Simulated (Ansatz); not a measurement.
# SnAsH5: functionals against CCSD(T) at one geometry

How do the functionals fare away from a minimum? The structure is a structure displaced at random from a GFN2-xTB minimum.

Method: single points in def2-TZVPP; program: Ansatz 0.2.0, Gaussian basis.

Cores are frozen in the correlated methods. Filled d shells of the heavier atoms are correlated. Core potentials replace the inner electrons past krypton, and spin-orbit coupling is left out. B3LYP uses VWN-RPA correlation.

## (1) The starting structure

SMILES `[AsH2][SnH3]`, 7 atoms, charge 0, spin multiplicity 1.

Atoms are counted from 1 here; the program's logs count them from 0.

Bond lengths: As1–Sn2 2.515 Å, As1–H3 1.545 Å, As1–H4 1.490 Å, Sn2–H5 1.722 Å, Sn2–H6 1.693 Å, Sn2–H7 1.734 Å. Angles: Sn2–As1–H3 90.5°, Sn2–As1–H4 93.6°, H3–As1–H4 89.9°, As1–Sn2–H5 112.9°, As1–Sn2–H6 116.4°, As1–Sn2–H7 121.0°, H5–Sn2–H6 103.2°, H5–Sn2–H7 100.8°, H6–Sn2–H7 99.8°.

Geometry (Å):

```xyz
7

As   -1.05110   -1.36490    0.40280
Sn    0.13280    0.81960    0.01280
H     0.25420   -1.99360    0.93810
H    -0.73950   -1.88340   -0.95920
H    -0.76630    1.90150   -0.98060
H     0.47220    1.74850    1.38670
H     1.68050    0.86910   -0.76820
```

## (2) CCSD(T)/def2-TZVPP

run/in.yaml

```yaml
crystal:
  periodic: [false, false, false]
  atoms:
    - {symbol: As, position_ang: [-1.051100, -1.364900, 0.402800]}
    - {symbol: Sn, position_ang: [0.132800, 0.819600, 0.012800]}
    - {symbol: H, position_ang: [0.254200, -1.993600, 0.938100]}
    - {symbol: H, position_ang: [-0.739500, -1.883400, -0.959200]}
    - {symbol: H, position_ang: [-0.766300, 1.901500, -0.980600]}
    - {symbol: H, position_ang: [0.472200, 1.748500, 1.386700]}
    - {symbol: H, position_ang: [1.680500, 0.869100, -0.768200]}
basis:
  gaussian: {orbitals: def2-TZVPP}
correlation: {method: ccsd_t}
output: {forces: true}
```

No record of the launch command was kept for these runs.

## (3) PBE0-D4/def2-TZVPP

Edit run/in.yaml of step 2 so:

```diff
@@ -12,3 +12,3 @@
   gaussian: {orbitals: def2-TZVPP}
-correlation: {method: ccsd_t}
-output: {forces: true}
+hamiltonian: {xc: pbe0, dispersion: d4}
+output: {forces: true, orbitals: {seedname: orbitals}}
```

## (4) wB97M-V/def2-TZVPP

Edit run/in.yaml of step 3 so:

```diff
@@ -12,3 +12,3 @@
   gaussian: {orbitals: def2-TZVPP}
-hamiltonian: {xc: pbe0, dispersion: d4}
-output: {forces: true, orbitals: {seedname: orbitals}}
+hamiltonian: {xc: {name: wB97M-V}}
+output: {forces: true}
```

## (5) r2SCAN-D4/def2-TZVPP

Edit run/in.yaml of step 4 so:

```diff
@@ -12,3 +12,3 @@
   gaussian: {orbitals: def2-TZVPP}
-hamiltonian: {xc: {name: wB97M-V}}
+hamiltonian: {xc: r2scan, dispersion: d4}
 output: {forces: true}
```

## (6) PBE-D4/def2-TZVPP

Edit run/in.yaml of step 5 so:

```diff
@@ -12,3 +12,3 @@
   gaussian: {orbitals: def2-TZVPP}
-hamiltonian: {xc: r2scan, dispersion: d4}
+hamiltonian: {xc: pbe, dispersion: d4}
 output: {forces: true}
```

## (7) B3LYP-D4/def2-TZVPP

Edit run/in.yaml of step 6 so:

```diff
@@ -12,3 +12,3 @@
   gaussian: {orbitals: def2-TZVPP}
-hamiltonian: {xc: pbe, dispersion: d4}
+hamiltonian: {xc: {name: B3LYP}, dispersion: d4}
 output: {forces: true}
```

## (8) revPBE-D4/def2-TZVPP

Edit run/in.yaml of step 7 so:

```diff
@@ -12,3 +12,3 @@
   gaussian: {orbitals: def2-TZVPP}
-hamiltonian: {xc: {name: B3LYP}, dispersion: d4}
+hamiltonian: {xc: {name: revPBE}, dispersion: d4}
 output: {forces: true}
```

(Steps that only read results are left out.)

Q: Predict the outcome of this session. Wanted: energy less free atoms, CCSD(T)/def2-TZVPP; RMS force component; RMS force error; HOMO and LUMO, PBE0-D4; T1 diagnostic.

**Answer**, as computed:

| quantity | value |
| --- | --- |
| energy less free atoms, CCSD(T)/def2-TZVPP | -371.2 kcal/mol |
| RMS force component | 0.503 to 0.546 eV/Å over the methods |
| RMS force error | PBE0-D4 0.078, wB97M-V 0.018, r2SCAN-D4 0.074, PBE-D4 0.211, B3LYP-D4 0.121, revPBE-D4 0.233 eV/Å |
| HOMO and LUMO, PBE0-D4 | -7.74 and -0.58 eV |
| T1 diagnostic | 0.012 |

In words: Against CCSD(T) the functionals' energies less atoms differ by -8.3 to +5.7 kcal/mol, PBE-D4 by -2.0 kcal/mol. The reference is not at the basis limit: in triple zeta CCSD(T) underbinds, which counts against methods that bind more; the gaps are no ranking. The forces of wB97M-V come nearest to CCSD(T), those of revPBE-D4 are farthest. Frozen-core CCSD(T) forces in triple zeta carry basis errors of their own, and this is one geometry, so small gaps rank nothing.
